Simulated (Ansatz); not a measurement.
# GeH4OSi: basis-set convergence

One table from this session's results is given with a row withheld; the runs are named, their logs left out.

Method: one geometry, several basis sets; program: Ansatz 0.2.0, Gaussian basis.

Plan: PBE0-D4/def2-SVP; ωB97M-V/def2-SVP; PBE0-D4/def2-QZVPP; ωB97M-V/def2-QZVPP; the functionals' def2-TZVPP values are taken from earlier runs.

## Structure used throughout

All runs share one geometry, relaxed beforehand with PBE0-D4 in a triple-zeta def2 set.

SMILES `[O]1[SiH2][GeH2]1`, 7 atoms, charge 0, spin multiplicity 1.

Atoms are counted from 1 here; the program's logs count them from 0.

Bond lengths: O1–Si2 1.651 Å, O1–Ge3 1.891 Å, Si2–Ge3 2.256 Å, Si2–H4 1.484 Å, Si2–H5 1.484 Å, Ge3–H6 1.535 Å, Ge3–H7 1.535 Å. Angles: Si2–O1–Ge3 78.8°, O1–Si2–Ge3 55.3°, O1–Si2–H4 117.1°, O1–Si2–H5 117.1°, Ge3–Si2–H4 122.7°, Ge3–Si2–H5 122.7°, H4–Si2–H5 110.7°, O1–Ge3–Si2 45.9°, O1–Ge3–H6 108.7°, O1–Ge3–H7 108.7°, Si2–Ge3–H6 123.7°, Si2–Ge3–H7 123.7°, H6–Ge3–H7 111.5°.

Set-up of the first run:

in.yaml

```yaml
crystal:
  periodic: [false, false, false]
  atoms:
    - {symbol: O, position_ang: [-0.786791, -0.552880, 0.729021]}
    - {symbol: Si, position_ang: [-0.645418, -0.260116, -0.889406]}
    - {symbol: Ge, position_ang: [0.858201, 0.377757, 0.666977]}
    - {symbol: H, position_ang: [-0.435159, -1.434450, -1.772127]}
    - {symbol: H, position_ang: [-1.621318, 0.681001, -1.493054]}
    - {symbol: H, position_ang: [0.729196, 1.659922, 1.501459]}
    - {symbol: H, position_ang: [1.962490, -0.539333, 1.211430]}
basis:
  gaussian: {orbitals: def2-SVP}
hamiltonian: {xc: pbe0, dispersion: d4}
output: {orbitals: {seedname: orbitals}}
```

Command:

```
$ ansatz run in.yaml --threads 2 --pin off --events-out ev --progress --plain --max-ram 4352MiB
```

Steps of the session up to this table: PBE0-D4 in def2-SVP; ωB97M-V in def2-SVP; PBE0-D4 in def2-QZVPP; ωB97M-V in def2-QZVPP.

One of the session's tables, all rows but one given; the rest of the session is left out.

It belongs to the step «Functionals by basis». 

```
functional       basis  HOMO (eV)
   PBE0-D4    def2-SVP          ?
   PBE0-D4  def2-TZVPP      -7.02
   PBE0-D4  def2-QZVPP      -7.04
   ωB97M-V    def2-SVP      -8.99
   ωB97M-V  def2-TZVPP      -9.06
   ωB97M-V  def2-QZVPP      -9.08
```

**Question.** Estimate the row for PBE0-D4, def2-SVP.

The run gave: HOMO (eV): -6.98. In the column «HOMO (eV)» it is the highest.
